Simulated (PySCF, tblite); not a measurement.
# C3HF2NS: dynamics, then NMR shifts on frames

Aim: move C3HF2NS (`Fc1ncsc1F`) away from its starting geometry and see how NMR shifts follow the geometry.

Computed with tblite 0.8.0 and PySCF 2.14.0, with density-fitted response routines of our own, on a single molecule in the gas phase. Atoms are numbered from 0 throughout.

**1. The molecule as given**

8 atoms, charge 0, multiplicity 1; geometry from: GFN2-xTB.

Bonds of the start (Å): F0–C1 1.33, C1–N2 1.35, N2–C3 1.28, C3–S4 1.73, S4–C5 1.73, C5–F6 1.33, C5–C1 1.37, C3–H7 1.07.

**2. A short Langevin run with GFN2-xTB**

What the job is given:

```
{"job": {"kind": "md", "xc": "GFN2-xTB", "basis": "xTB", "temperature": 300, "steps": 2000, "every": 50, "frames": 5}, "charge": 0, "multiplicity": 1}
F     -1.375036     1.808616     0.427314
C     -0.556418     0.766501     0.395776
N      0.770314     0.956333     0.279469
C      1.405836    -0.157114     0.265806
S      0.427256    -1.582784     0.396240
C     -0.950481    -0.541492     0.473683
F     -2.183388    -1.014039     0.591733
H      2.470974    -0.226609     0.180249
```

Level: GFN2-xTB Langevin dynamics, gas phase.

On the command line:

```
> OMP_NUM_THREADS=1 python probes_run.py task.json out
```

The driver reads the jobs from task.json and runs them one after another.

Output:

```text
t/fs     T/K      E/eV
    0.0   234.1   -613.28263
   25.0   157.5   -613.09061
   50.0   230.6   -613.16943
   75.0   200.8   -613.17179
  100.0   178.3   -613.09914
  125.0   199.8   -613.09947
  150.0   213.9   -613.06670
  175.0   247.3   -613.08283
  200.0   342.7   -613.02118
  225.0   409.0   -612.96643
  250.0   239.7   -612.95727
  275.0   327.0   -613.07631
  300.0   266.9   -613.14694
  325.0   165.4   -613.00006
  350.0   380.5   -613.15211
  375.0   408.3   -613.17142
  400.0   425.1   -613.09323
  425.0   372.9   -613.14506
  450.0   270.7   -613.11526
  475.0   151.5   -613.01884
  500.0   328.6   -613.13679
  525.0   151.0   -613.04647
  550.0   227.1   -613.03157
  575.0   307.2   -613.10012
  600.0   335.1   -612.87005
  625.0   297.4   -612.85527
  650.0   345.4   -613.05769
  675.0   365.6   -613.08396
  700.0   479.3   -613.13482
  725.0   276.9   -613.07836
  750.0   330.9   -613.08934
  775.0   276.3   -613.02875
  800.0   185.2   -612.99412
  825.0   269.9   -613.13554
  850.0   216.0   -613.10297
  875.0   229.9   -613.07033
  900.0   356.5   -613.09866
  925.0   303.2   -613.07356
  950.0   313.5   -613.12294
  975.0   340.3   -613.06060
 1000.0   328.0   -613.10256
```

Run time: 23 s. Hardware: 1 thread of Intel Xeon at 2.50GHz, shared host; peak memory 0.18 GiB.

Distance from the start (root mean square after alignment): 0 fs 0.00 Å, 200 fs 0.07 Å, 400 fs 0.06 Å, 600 fs 0.10 Å, 800 fs 0.10 Å, 1000 fs 0.06 Å.

Positions (Å) and forces (eV/Å) at 1000 fs:

```xyz
8

F    -2.144    0.793    0.878    0.936   -0.842   -1.007
C    -1.192   -0.080    0.400   -1.134    0.967    1.259
N    -0.682   -0.033   -0.843   -1.566    1.650    0.716
C     0.249   -0.848   -0.964    1.789   -2.096   -0.514
S     0.581   -1.900    0.429   -0.192    0.508   -0.127
C    -0.647   -0.995    1.262   -0.282   -0.187   -0.123
F    -1.095   -1.234    2.498    0.490   -0.015   -0.500
H     0.778   -1.005   -1.893   -0.041    0.014    0.295
```

**3. Shielding tensors: 250 fs, PBE0/pcSseg-1**

What the job is given:

```
{"job": {"kind": "nmr", "xc": "PBE0", "basis": "pcSseg-1", "pop": false}, "charge": 0, "multiplicity": 1}
F     -1.233000     1.647600    -0.023100
C     -0.493100     0.566300     0.275200
N      0.835500     0.626800     0.256500
C      1.249200    -0.600900     0.477200
S      0.082000    -1.771500     0.814300
C     -1.085600    -0.621400     0.453000
F     -2.443100    -0.839500     0.388200
H      2.306600    -0.923100     0.368900
```

Level: GIAO PBE0/pcSseg-1 NMR shielding, non-relativistic, gas phase.

Output:

```text
coarse grid: 8736 points
cycle   1  E = -766.7990032027  dE =  1.535e+00  |g| = 6.166e-01  |ddm| = 2.991e+00
cycle   2  E = -766.6949584216  dE =  1.040e-01  |g| = 1.003e+00  |ddm| = 1.141e+00
cycle   3  E = -766.8652092647  dE = -1.703e-01  |g| = 7.416e-02  |ddm| = 7.648e-01
cycle   4  E = -766.8656513573  dE = -4.421e-04  |g| = 5.622e-02  |ddm| = 9.658e-02
cycle   5  E = -766.8664010390  dE = -7.497e-04  |g| = 9.977e-03  |ddm| = 5.606e-02
cycle   6  E = -766.8664182240  dE = -1.719e-05  |g| = 4.856e-03  |ddm| = 1.187e-02
cycle   7  E = -766.8664232273  dE = -5.003e-06  |g| = 2.893e-04  |ddm| = 3.827e-03
final grid: 84944 points
cycle   8  E = -766.9222121195  dE = -2.386e-05  |g| = 9.262e-03  |ddm| = 2.301e-02
cycle   9  E = -766.9221761174  dE =  3.600e-05  |g| = 1.565e-02  |ddm| = 2.151e-02
cycle  10  E = -766.9222307310  dE = -5.461e-05  |g| = 1.552e-03  |ddm| = 1.442e-02
cycle  11  E = -766.9222312414  dE = -5.105e-07  |g| = 4.394e-04  |ddm| = 1.524e-03
cycle  12  E = -766.9222312802  dE = -3.875e-08  |g| = 1.278e-04  |ddm| = 3.790e-04
cycle  13  E = -766.9222312825  dE = -2.293e-09  |g| = 4.652e-05  |ddm| = 1.252e-04
cycle  14  E = -766.9222312830  dE = -5.364e-10  |g| = 9.697e-06  |ddm| = 5.374e-05
converged SCF energy = -766.9222312830

GIAO shielding tensors (ppm)
atom      isotropic    diamagn.    paramagn.     s11        s22        s33       span
  0 F      297.044     471.371    -174.327    185.794    317.316    388.023    202.229
  1 C       29.193     248.162    -218.969    -10.345     35.481     62.444     72.789
  2 N      -66.544     329.308    -395.852   -337.135    -94.035    231.536    568.671
  3 C       44.556     256.784    -212.229    -43.345     46.201    130.811    174.156
  4 S      296.834    1055.752    -758.918     74.033    348.539    467.931    393.897
  5 C       36.302     257.881    -221.579      6.968     30.969     70.968     64.000
  6 F      346.839     469.346    -122.507    284.002    325.575    430.940    146.938
  7 H       23.468      27.961      -4.493     19.469     23.150     27.786      8.316
```

Wall time 33 s (1 thread of Intel Xeon at 2.50GHz, shared host); peak memory 0.64 GiB.

The references, computed at this level on geometries of the same kind, shield at (ppm): 1H TMS 31.72, 13C TMS 186.9, 19F CFCl3 170.9, 15N NH3 267.7, 33S CS2 504. Their shielding less the atom's gives the shift. The references are single molecules in the gas phase, so shifts against H2O, NH3, PH3, H3PO4 or CFCl3 are not on the usual liquid scales and can be off by tens of ppm. Each atom is listed at this fixed geometry, with no averaging over motion; a spectrum would average atoms that exchange fast.

```
atoms                                              environment  σ (ppm)  δ (ppm)
   C1                         aromatic carbon bearing fluorine     29.2    157.7
   C5                         aromatic carbon bearing fluorine     36.3    150.6
   C3                 aromatic CH between two ring heteroatoms     44.6    142.4
   H7  hydrogen on an aromatic CH between two ring heteroatoms    23.47     8.25
   F0                                            aryl fluorine    297.0   -126.1
   F6                                            aryl fluorine    346.8   -175.9
   N2                       pyridine-type nitrogen of an azole    -66.5    334.3
   S4                                     aromatic ring sulfur      297      207
```

Ring of atoms C1, N2, C3, S4, C5: NICS(0) -13.2, NICS(1) -10.3, NICS(1)zz -23.7 ppm (means of both faces).

The fields below are evaluated on a grid from the run's orbitals.

Frontier orbitals at PBE0/pcSseg-1, with the share of their density that lies nearest to each atom:

```
orbital  energy (eV)                                                 lies on
   HOMO        -7.53  C5 28 %; C1, C3 about 21 % each; F0, F6 about 8 % each
   LUMO        -1.51                               C3 30 %; S4 23 %; N2 18 %
```

ELF in a plane through or near 8 of the atoms.

Values, 10 rows by 14 columns:
```
0.00 0.00 0.00 0.00 0.00 0.00 0.00 0.00 0.00 0.00 0.00 0.00 0.00 0.00
0.00 0.00 0.00 0.00 0.00 0.01 0.02 0.00 0.00 0.02 0.00 0.00 0.00 0.00
0.00 0.00 0.00 0.00 0.13 0.77 0.81 0.05 0.41 0.68 0.19 0.00 0.00 0.00
0.00 0.00 0.00 0.00 0.11 0.89 0.83 0.48 0.59 0.48 0.70 0.06 0.00 0.00
0.00 0.00 0.31 0.96 0.61 0.79 0.62 0.60 0.35 0.32 0.24 0.00 0.00 0.00
0.00 0.00 0.76 1.00 0.95 0.32 0.38 0.36 0.58 0.19 0.46 0.15 0.00 0.00
0.00 0.00 0.02 0.20 0.10 0.69 0.26 0.87 0.27 0.66 0.79 0.35 0.00 0.00
0.00 0.00 0.00 0.01 0.31 0.84 0.29 0.63 0.05 0.72 0.69 0.11 0.00 0.00
0.00 0.00 0.00 0.00 0.22 0.76 0.86 0.48 0.02 0.03 0.04 0.00 0.00 0.00
0.00 0.00 0.00 0.00 0.00 0.05 0.10 0.03 0.00 0.00 0.00 0.00 0.00 0.00
```
The map spans 10.2 Å across and 8.3 Å up, centred on the molecule. Atoms in the plane (x, y in Å): F0 (1.6, 1.6), C1 (0.6, 0.7), N2 (-0.7, 1.1), C3 (-1.4, 0.0), S4 (-0.6, -1.5), C5 (0.8, -0.6), F6 (2.1, -1.2), H7 (-2.5, 0.0).

On the surface of density 0.002 e/bohr³ the electrostatic potential runs, from the 1st to the 99th percentile, from -1.32 V near N2 to 1.75 V near H7.

**4. Nuclear shieldings: 425 fs, PBE0/pcSseg-1**

What the job is given:

```
{"job": {"kind": "nmr", "xc": "PBE0", "basis": "pcSseg-1", "pop": false}, "charge": 0, "multiplicity": 1}
F     -1.373000     1.571600    -0.048700
C     -0.693300     0.413500     0.040100
N      0.555500     0.395500    -0.487700
C      1.152800    -0.755000    -0.285100
S      0.176500    -1.977900     0.476300
C     -1.064700    -0.774800     0.598300
F     -2.275900    -0.966200     1.096600
H      2.074100    -0.997400    -0.715100
```

With the program's defaults for keys left out, this is: GIAO PBE0/pcSseg-1 NMR shielding, non-relativistic, gas phase.

Output:

```text
coarse grid: 8736 points
cycle   1  E = -766.8025823370  dE =  1.421e+00  |g| = 6.238e-01  |ddm| = 2.971e+00
cycle   2  E = -766.6942228057  dE =  1.084e-01  |g| = 1.008e+00  |ddm| = 1.086e+00
cycle   3  E = -766.8704725143  dE = -1.762e-01  |g| = 8.234e-02  |ddm| = 7.415e-01
cycle   4  E = -766.8710016735  dE = -5.292e-04  |g| = 6.530e-02  |ddm| = 1.209e-01
cycle   5  E = -766.8720534670  dE = -1.052e-03  |g| = 8.707e-03  |ddm| = 6.577e-02
cycle   6  E = -766.8720645207  dE = -1.105e-05  |g| = 4.753e-03  |ddm| = 9.843e-03
cycle   7  E = -766.8720692435  dE = -4.723e-06  |g| = 4.744e-04  |ddm| = 3.742e-03
final grid: 84944 points
cycle   8  E = -766.9272620225  dE = -2.207e-05  |g| = 8.969e-03  |ddm| = 2.158e-02
cycle   9  E = -766.9272260879  dE =  3.593e-05  |g| = 1.536e-02  |ddm| = 2.109e-02
cycle  10  E = -766.9272799531  dE = -5.387e-05  |g| = 1.580e-03  |ddm| = 1.431e-02
cycle  11  E = -766.9272804877  dE = -5.347e-07  |g| = 4.108e-04  |ddm| = 1.428e-03
cycle  12  E = -766.9272805222  dE = -3.444e-08  |g| = 9.706e-05  |ddm| = 3.386e-04
cycle  13  E = -766.9272805232  dE = -9.927e-10  |g| = 4.294e-05  |ddm| = 9.610e-05
cycle  14  E = -766.9272805236  dE = -4.688e-10  |g| = 5.899e-06  |ddm| = 5.266e-05
converged SCF energy = -766.9272805236

GIAO shielding tensors (ppm)
atom      isotropic    diamagn.    paramagn.     s11        s22        s33       span
  0 F      296.135     471.242    -175.107    193.836    315.307    379.262    185.425
  1 C       26.948     249.168    -222.220    -10.706     30.776     60.775     71.481
  2 N     -101.722     330.035    -431.757   -397.391   -113.292    205.517    602.907
  3 C       46.127     256.070    -209.943    -44.154     51.830    130.706    174.860
  4 S      255.199    1054.993    -799.793     25.037    335.420    405.142    380.105
  5 C       32.547     256.654    -224.107      6.836     26.169     64.637     57.801
  6 F      347.314     468.028    -120.714    281.101    308.195    452.648    171.547
  7 H       24.328      30.338      -6.010     21.302     23.993     27.690      6.388
```

Run time: 20 s. Hardware: 1 thread of Intel Xeon at 2.50GHz, shared host; peak memory 0.69 GiB.

Key values: δ C1 160.0, C5 154.4, C3 140.8, F0 -125.2, H7 7.39 ppm.

**5. Shielding tensors: 625 fs, PBE0/pcSseg-1**

What the job is given:

```
{"job": {"kind": "nmr", "xc": "PBE0", "basis": "pcSseg-1", "pop": false}, "charge": 0, "multiplicity": 1}
F     -1.699900     1.196400    -0.053700
C     -0.788000     0.253000    -0.091700
N      0.217000     0.191600    -0.989100
C      0.922000    -0.885000    -0.861100
S      0.456400    -2.023400     0.306300
C     -0.915200    -0.934000     0.519100
F     -1.758200    -1.129700     1.481500
H      1.794200    -1.170900    -1.533600
```

Level: GIAO PBE0/pcSseg-1 NMR shielding, non-relativistic, gas phase.

Output:

```text
coarse grid: 8736 points
cycle   1  E = -766.8017144361  dE =  1.579e+00  |g| = 5.984e-01  |ddm| = 2.989e+00
cycle   2  E = -766.7237840238  dE =  7.793e-02  |g| = 9.055e-01  |ddm| = 1.003e+00
cycle   3  E = -766.8623305688  dE = -1.385e-01  |g| = 8.050e-02  |ddm| = 6.719e-01
cycle   4  E = -766.8629312426  dE = -6.007e-04  |g| = 5.948e-02  |ddm| = 1.097e-01
cycle   5  E = -766.8637646213  dE = -8.334e-04  |g| = 8.082e-03  |ddm| = 5.946e-02
cycle   6  E = -766.8637739136  dE = -9.292e-06  |g| = 4.712e-03  |ddm| = 9.661e-03
cycle   7  E = -766.8637786766  dE = -4.763e-06  |g| = 4.321e-04  |ddm| = 3.790e-03
final grid: 84944 points
cycle   8  E = -766.9169152296  dE = -1.589e-05  |g| = 8.026e-03  |ddm| = 2.212e-02
cycle   9  E = -766.9168840633  dE =  3.117e-05  |g| = 1.384e-02  |ddm| = 2.047e-02
cycle  10  E = -766.9169301844  dE = -4.612e-05  |g| = 1.440e-03  |ddm| = 1.382e-02
cycle  11  E = -766.9169306215  dE = -4.370e-07  |g| = 3.214e-04  |ddm| = 1.258e-03
cycle  12  E = -766.9169306431  dE = -2.161e-08  |g| = 7.964e-05  |ddm| = 3.014e-04
cycle  13  E = -766.9169306439  dE = -7.867e-10  |g| = 3.874e-05  |ddm| = 8.215e-05
cycle  14  E = -766.9169306442  dE = -3.581e-10  |g| = 6.574e-06  |ddm| = 4.429e-05
converged SCF energy = -766.9169306442

GIAO shielding tensors (ppm)
atom      isotropic    diamagn.    paramagn.     s11        s22        s33       span
  0 F      319.829     469.977    -150.148    232.283    306.394    420.809    188.526
  1 C       31.721     248.597    -216.876    -17.150     41.312     71.001     88.151
  2 N      -82.407     330.043    -412.450   -375.762    -81.696    210.238    586.000
  3 C       50.047     255.507    -205.460    -32.375     50.317    132.199    164.575
  4 S      266.638    1055.787    -789.149     25.492    287.441    486.981    461.489
  5 C       26.766     255.219    -228.454     -4.326     21.200     63.422     67.748
  6 F      327.701     468.683    -140.981    245.304    300.239    437.561    192.257
  7 H       23.318      27.005      -3.687     19.131     22.238     28.584      9.453
```

Run time: 21 s. Hardware: 1 thread of Intel Xeon at 2.50GHz, shared host; peak memory 0.69 GiB.

This run: δ C5 160.2, C1 155.2, C3 136.9, F0 -148.9, H7 8.40 ppm.

**6. Shielding tensors: 800 fs, PBE0/pcSseg-1**

What the job is given:

```
{"job": {"kind": "nmr", "xc": "PBE0", "basis": "pcSseg-1", "pop": false}, "charge": 0, "multiplicity": 1}
F     -1.599800     1.046200     0.358500
C     -0.801900    -0.020400     0.209000
N      0.080900     0.060600    -0.828400
C      0.985700    -0.807300    -0.793800
S      0.725600    -2.000700     0.380800
C     -0.604800    -1.090200     1.038500
F     -1.119000    -1.494900     2.150900
H      1.736000    -0.804400    -1.564900
```

With the program's defaults for keys left out, this is: GIAO PBE0/pcSseg-1 NMR shielding, non-relativistic, gas phase.

Output:

```text
coarse grid: 8736 points
cycle   1  E = -766.7942779679  dE =  1.600e+00  |g| = 6.292e-01  |ddm| = 2.994e+00
cycle   2  E = -766.6876703713  dE =  1.066e-01  |g| = 9.993e-01  |ddm| = 1.076e+00
cycle   3  E = -766.8632463575  dE = -1.756e-01  |g| = 8.294e-02  |ddm| = 7.358e-01
cycle   4  E = -766.8638562861  dE = -6.099e-04  |g| = 6.623e-02  |ddm| = 1.303e-01
cycle   5  E = -766.8649433982  dE = -1.087e-03  |g| = 7.305e-03  |ddm| = 6.507e-02
cycle   6  E = -766.8649503018  dE = -6.904e-06  |g| = 4.149e-03  |ddm| = 7.780e-03
cycle   7  E = -766.8649536165  dE = -3.315e-06  |g| = 5.205e-04  |ddm| = 3.233e-03
final grid: 84944 points
cycle   8  E = -766.9193006211  dE = -2.045e-05  |g| = 8.505e-03  |ddm| = 2.251e-02
cycle   9  E = -766.9192715698  dE =  2.905e-05  |g| = 1.402e-02  |ddm| = 2.030e-02
cycle  10  E = -766.9193168430  dE = -4.527e-05  |g| = 1.525e-03  |ddm| = 1.345e-02
cycle  11  E = -766.9193173295  dE = -4.865e-07  |g| = 3.399e-04  |ddm| = 1.354e-03
cycle  12  E = -766.9193173524  dE = -2.294e-08  |g| = 1.057e-04  |ddm| = 3.217e-04
cycle  13  E = -766.9193173540  dE = -1.592e-09  |g| = 4.411e-05  |ddm| = 1.131e-04
cycle  14  E = -766.9193173545  dE = -5.136e-10  |g| = 1.093e-05  |ddm| = 5.297e-05
converged SCF energy = -766.9193173545

GIAO shielding tensors (ppm)
atom      isotropic    diamagn.    paramagn.     s11        s22        s33       span
  0 F      299.179     471.931    -172.752    191.363    318.745    387.429    196.065
  1 C       36.338     248.968    -212.631      1.080     40.218     67.715     66.636
  2 N      -90.378     331.578    -421.957   -365.590    -85.683    180.137    545.727
  3 C       51.201     256.620    -205.419    -40.982     57.293    137.292    178.274
  4 S      245.169    1055.129    -809.960    113.946    269.550    352.011    238.065
  5 C       35.709     256.449    -220.740      8.831     24.480     73.817     64.986
  6 F      354.733     467.868    -113.135    269.852    316.085    478.262    208.410
  7 H       23.873      29.262      -5.389     20.291     23.665     27.664      7.374
```

Run time: 21 s. Hardware: 1 thread of Intel Xeon at 2.50GHz, shared host; peak memory 0.69 GiB.

This run: δ C5 151.2, C1 150.6, C3 135.7, F0 -128.2, H7 7.84 ppm.

**7. Nuclear shieldings: 1000 fs, PBE0/pcSseg-1**

What the job is given:

```
{"job": {"kind": "nmr", "xc": "PBE0", "basis": "pcSseg-1", "pop": false}, "charge": 0, "multiplicity": 1}
F     -2.144400     0.793000     0.877700
C     -1.192400    -0.079600     0.400200
N     -0.681700    -0.032900    -0.842500
C      0.249000    -0.847500    -0.964000
S      0.580700    -1.900000     0.429200
C     -0.647500    -0.994600     1.261600
F     -1.095000    -1.234400     2.497900
H      0.778100    -1.005300    -1.893200
```

Level: GIAO PBE0/pcSseg-1 NMR shielding, non-relativistic, gas phase.

Output:

```text
coarse grid: 8736 points
cycle   1  E = -766.7985068662  dE =  1.434e+00  |g| = 6.296e-01  |ddm| = 2.953e+00
cycle   2  E = -766.6919456225  dE =  1.066e-01  |g| = 1.021e+00  |ddm| = 1.062e+00
cycle   3  E = -766.8675196962  dE = -1.756e-01  |g| = 6.877e-02  |ddm| = 7.185e-01
cycle   4  E = -766.8677749294  dE = -2.552e-04  |g| = 5.614e-02  |ddm| = 1.007e-01
cycle   5  E = -766.8685855692  dE = -8.106e-04  |g| = 1.016e-02  |ddm| = 5.796e-02
cycle   6  E = -766.8686034923  dE = -1.792e-05  |g| = 4.978e-03  |ddm| = 1.148e-02
cycle   7  E = -766.8686086033  dE = -5.111e-06  |g| = 4.656e-04  |ddm| = 3.996e-03
final grid: 84944 points
cycle   8  E = -766.9243408036  dE = -2.033e-05  |g| = 9.317e-03  |ddm| = 2.144e-02
cycle   9  E = -766.9243005586  dE =  4.024e-05  |g| = 1.620e-02  |ddm| = 2.218e-02
cycle  10  E = -766.9243600964  dE = -5.954e-05  |g| = 1.445e-03  |ddm| = 1.491e-02
cycle  11  E = -766.9243605473  dE = -4.509e-07  |g| = 4.211e-04  |ddm| = 1.434e-03
cycle  12  E = -766.9243605847  dE = -3.741e-08  |g| = 1.171e-04  |ddm| = 3.843e-04
cycle  13  E = -766.9243605867  dE = -2.049e-09  |g| = 5.002e-05  |ddm| = 1.252e-04
cycle  14  E = -766.9243605874  dE = -6.835e-10  |g| = 1.084e-05  |ddm| = 5.615e-05
converged SCF energy = -766.9243605874

GIAO shielding tensors (ppm)
atom      isotropic    diamagn.    paramagn.     s11        s22        s33       span
  0 F      290.807     470.739    -179.933    187.995    330.718    353.708    165.712
  1 C       28.219     248.906    -220.686    -13.252     45.090     52.820     66.072
  2 N      -55.151     330.696    -385.846   -320.107    -73.833    228.488    548.595
  3 C       49.408     255.648    -206.241    -26.208     54.321    120.110    146.317
  4 S      257.100    1054.957    -797.857      8.779    343.935    418.586    409.807
  5 C       26.469     258.353    -231.884    -11.001     26.410     63.998     74.999
  6 F      340.053     467.677    -127.624    273.182    294.356    452.622    179.441
  7 H       23.968      29.047      -5.079     20.094     23.286     28.525      8.431
```

It took 23 s on 1 thread of Intel Xeon at 2.50GHz, shared host; peak memory 0.68 GiB.

This run: δ C5 160.5, C1 158.7, C3 137.5, F0 -119.9, H7 7.75 ppm.

**8. Comparing the runs: NMR shifts**

Shifts (ppm) of some atoms, chosen among heavy atoms and hydrogens apart, with basis size and wall time:

```
  frame     C5    H7      F0      F6     N2   S4  functions  time
 250 fs  150.6  8.25  -126.1  -175.9  334.3  207        131  33 s
 425 fs  154.4  7.39  -125.2  -176.4  369.5  249        131  20 s
 625 fs  160.2  8.40  -148.9  -156.8  350.1  237        131  21 s
 800 fs  151.2  7.84  -128.2  -183.8  358.1  259        131  21 s
1000 fs  160.5  7.75  -119.9  -169.1  322.9  247        131  23 s
```

**9. What came out**

| quantity | value |
| --- | --- |
| thermostat | 300 K |
| mean temperature, second half | 298 K |
| mean potential energy above the minimum | 0.22 eV |
| 13C shifts against TMS (PBE0/pcSseg-1, 250 fs) | 157.7, 150.6, 142.4 ppm |
| 1H shifts against TMS (PBE0/pcSseg-1, 250 fs) | 8.25 ppm |
| 19F shifts against CFCl3 (PBE0/pcSseg-1, 250 fs) | -126.1, -175.9 ppm |
| 15N shifts against NH3 (PBE0/pcSseg-1, 250 fs) | 334.3 ppm |
| 33S shifts against CS2 (PBE0/pcSseg-1, 250 fs) | 207 ppm |
| potential on the surface of density 0.002 e/bohr³, 1st and 99th percentile | -1.32 V and 1.75 V |
| range of the shift of S4 | 207 to 259 ppm |

In words: In the second half the potential energy averages 0.22 eV above the minimum; equipartition over 18 harmonic modes at 300 K would give 0.23 eV. With 8 atoms the temperature swings widely (151 to 479 K). Shifts at one fixed geometry are not the observed spectrum, which averages over the motion. In the first frame run (250 fs): The widest tensor belongs to N2: span 569 ppm, with a paramagnetic part of -396 ppm. NICS(1)zz of -24 ppm above the planar ring from C1 marks a diatropic (aromatic) ring current. At PBE0/pcSseg-1, counted by nearest atom on the grid, the HOMO lies on C5 28 %; C1, C3 about 21 % each, the LUMO on C3 30 %; S4 23 %. Across the 5 runs the shift of S4 moves most, between 207 (250 fs) and 259 ppm (800 fs).
